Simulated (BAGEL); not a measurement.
**SiH2SF2 (SMILES F[SiH](F)S) at HF/6-31G(d) (density fitting with qzvpp-jkfit, spherical functions)**

What is the energy change on altering one bond length of SiH2SF2 at HF/6-31G* (density fitting with qzvpp-jkfit, spherical functions)? 

The calculation is run with BAGEL 1.2.2.

6 further runs of the same task are left out: 2 that didn't finish, 4 set aside as unsound or not needed.

## Step 1: The system as given

SiH2SF2: 6 atoms, total charge 0, spin state singlet. SMILES: `F[SiH](F)S`. The coordinates come from a PBE0-D4/def2-TZVP relaxation. This is one conformer, not always the lowest.

Bond lengths: F1–Si2 1.585 Å, Si2–F3 1.585 Å, Si2–S4 2.104 Å, Si2–H5 1.470 Å, S4–H6 1.346 Å. Angles: F1–Si2–F3 105.3°, F1–Si2–S4 111.3°, F3–Si2–S4 111.3°, F1–Si2–H5 109.7°, F3–Si2–H5 109.7°, S4–Si2–H5 109.4°, Si2–S4–H6 93.3°.

## Step 2: A single-point energy at HF/6-31G(d) (density fitting with qzvpp-jkfit, spherical functions)

File calc.json:

```json
{ "bagel" : [

{
  "title" : "molecule",
  "basis" : "6-31gs.json",
  "df_basis" : "qzvpp-jkfit",
  "angstrom" : true,
  "geometry" : [
    { "atom" : "F", "xyz" : [   -0.390100,   -1.503700,    0.703600 ] },
    { "atom" : "Si", "xyz" : [    0.413300,   -0.308900,    0.041100 ] },
    { "atom" : "F", "xyz" : [    0.491500,   -0.663200,   -1.501700 ] },
    { "atom" : "S", "xyz" : [   -0.555100,    1.532600,    0.355800 ] },
    { "atom" : "H", "xyz" : [    1.769100,   -0.249400,    0.605800 ] },
    { "atom" : "H", "xyz" : [   -1.686500,    1.128700,   -0.250700 ] }
  ]
},
{
  "title" : "hf"
},
{
  "title" : "print",
  "file" : "orbitals.molden",
  "orbitals" : true
}

]}
```

The basis set 6-31G* is read from a file made from the Basis Set Exchange's data (not shown).

On the command line:

```sh
BAGEL_NUM_THREADS=1 BAGEL calc.json > calc.out
```

Log:

```text
* using 1 threads per process

  ===============================================================
  ===============================================================

  *** Geometry ***

  { "atom" : "F", "xyz" : [     -0.737182,     -2.841581,      1.329611 ] },
  { "atom" : "Si", "xyz" : [      0.781024,     -0.583736,      0.077668 ] },
  { "atom" : "F", "xyz" : [      0.928800,     -1.253266,     -2.837802 ] },
  { "atom" : "S", "xyz" : [     -1.048987,      2.896194,      0.672365 ] },
  { "atom" : "H", "xyz" : [      3.343114,     -0.471298,      1.144796 ] },
  { "atom" : "H", "xyz" : [     -3.187023,      2.132934,     -0.473754 ] },

  Number of auxiliary basis functions:      446

  Since a DF basis is specified, we compute 2- and 3-index integrals:
    o Being stored without compression. Storage requirement is 0.016 GB

  Number of basis functions:       68
  Number of electrons      :       50

    * METHOD: MOLECULE                             0.20

  *** RHF ***

  === Nuclear Repulsion ===
   231.4215126219

      * DIIS with orbital gradients will be used.

  === RHF iteration (6-31gs.json) ===
      0       -886.41021941          0.02385149           0.04
      1       -886.55005850          0.01495786           0.04
      2       -886.62302419          0.00119709           0.04
      3       -886.62404791          0.00024280           0.03
      4       -886.62409641          0.00006741           0.03
      5       -886.62410089          0.00001243           0.03
      6       -886.62410107          0.00000339           0.03
      7       -886.62410108          0.00000076           0.04
      8       -886.62410108          0.00000031           0.04
      9       -886.62410108          0.00000010           0.03
     10       -886.62410108          0.00000003           0.03
     11       -886.62410108          0.00000001           0.03
    * SCF iteration converged.

    * Permanent dipole moment:
           (   -0.053215,    -0.142710,    -0.075561) a.u.

    * METHOD: HF                                   0.52

    * METHOD: PRINT                                0.01

  ===============================================================
```

Wall time 0.9 s (1 thread of Intel Xeon 6975P-C (Granite Rapids), shared host); peak memory 0.094 GiB.

## Step 3: The distorted shape

File job.json:

```json
{ "bagel": [

{
  "title": "molecule",
  "basis": "6-31gs.json",
  "df_basis": "qzvpp-jkfit",
  "angstrom": true,
  "geometry": [
    { "atom": "F", "xyz": [   -0.099558,   -2.056192,    0.609183 ] },
    { "atom": "Si", "xyz": [    0.703842,   -0.861392,   -0.053317 ] },
    { "atom": "F", "xyz": [    0.782042,   -1.215692,   -1.596117 ] },
    { "atom": "S", "xyz": [   -0.555100,    1.532600,    0.355800 ] },
    { "atom": "H", "xyz": [    2.059642,   -0.801892,    0.511383 ] },
    { "atom": "H", "xyz": [   -1.686500,    1.128700,   -0.250700 ] }
  ]
},
{ "title": "hf" },
{ "title": "print", "file": "orbitals.molden", "orbitals": true }

]}
```

The basis set 6-31G* is read from a file made from the Basis Set Exchange's data (not shown).

On the command line:

```sh
BAGEL_NUM_THREADS=1 BAGEL job.json > job.out
```

Log:

```text
* using 1 threads per process

  ===============================================================
  ===============================================================

  *** Geometry ***

  { "atom" : "F", "xyz" : [     -0.188137,     -3.885640,      1.151189 ] },
  { "atom" : "Si", "xyz" : [      1.330069,     -1.627795,     -0.100755 ] },
  { "atom" : "F", "xyz" : [      1.477845,     -2.297325,     -3.016224 ] },
  { "atom" : "S", "xyz" : [     -1.048987,      2.896194,      0.672365 ] },
  { "atom" : "H", "xyz" : [      3.892159,     -1.515356,      0.966374 ] },
  { "atom" : "H", "xyz" : [     -3.187023,      2.132934,     -0.473754 ] },

  Number of auxiliary basis functions:      446

  Since a DF basis is specified, we compute 2- and 3-index integrals:
    o Being stored without compression. Storage requirement is 0.016 GB

  Number of basis functions:       68
  Number of electrons      :       50

    * METHOD: MOLECULE                             0.13

  *** RHF ***

  === Nuclear Repulsion ===
   209.1688797299

      * DIIS with orbital gradients will be used.

  === RHF iteration (6-31gs.json) ===
      0       -886.32533545          0.02473237           0.04
      1       -886.47728070          0.01565937           0.03
      2       -886.55839625          0.00119444           0.04
      3       -886.55953933          0.00031929           0.04
      4       -886.55963937          0.00009477           0.04
      5       -886.55965179          0.00002441           0.03
      6       -886.55965283          0.00000647           0.03
      7       -886.55965290          0.00000139           0.03
      8       -886.55965290          0.00000047           0.03
      9       -886.55965290          0.00000019           0.04
     10       -886.55965290          0.00000006           0.04
     11       -886.55965290          0.00000002           0.04
     12       -886.55965290          0.00000000           0.04
    * SCF iteration converged.

    * Permanent dipole moment:
           (   -0.446229,     0.480619,     0.004885) a.u.

    * METHOD: HF                                   0.56

    * METHOD: PRINT                                0.00

  ===============================================================
```

Run time: 0.86 s. Hardware: 1 thread of Intel Xeon 6975P-C (Granite Rapids), shared host; peak memory 0.094 GiB.

## Step 4: Summary of results

Level: HF/6-31G* (density fitting with qzvpp-jkfit, spherical functions).

```
                                                          quantity          value
                                         first shape: total energy  -886.62410 Eh
                                        first shape: dipole moment         0.43 D
                                          first shape: HOMO energy      -11.16 eV
                                          first shape: LUMO energy        3.83 eV
                                        first shape: HOMO–LUMO gap       14.99 eV
                                     distorted shape: total energy  -886.55965 Eh
                                    distorted shape: dipole moment         1.67 D
                                      distorted shape: HOMO energy      -10.25 eV
                                      distorted shape: LUMO energy        1.30 eV
                                    distorted shape: HOMO–LUMO gap       11.55 eV
energy change with the Si2–S4 bond stretched from 2.104 to 2.736 Å       1.754 eV
```

**Reading.** With the Si2–S4 bond stretched from 2.104 to 2.736 Å the energy rises by 1.75 eV (169 kJ/mol). The first shape isn't relaxed at this level, so the change isn't measured from a minimum.
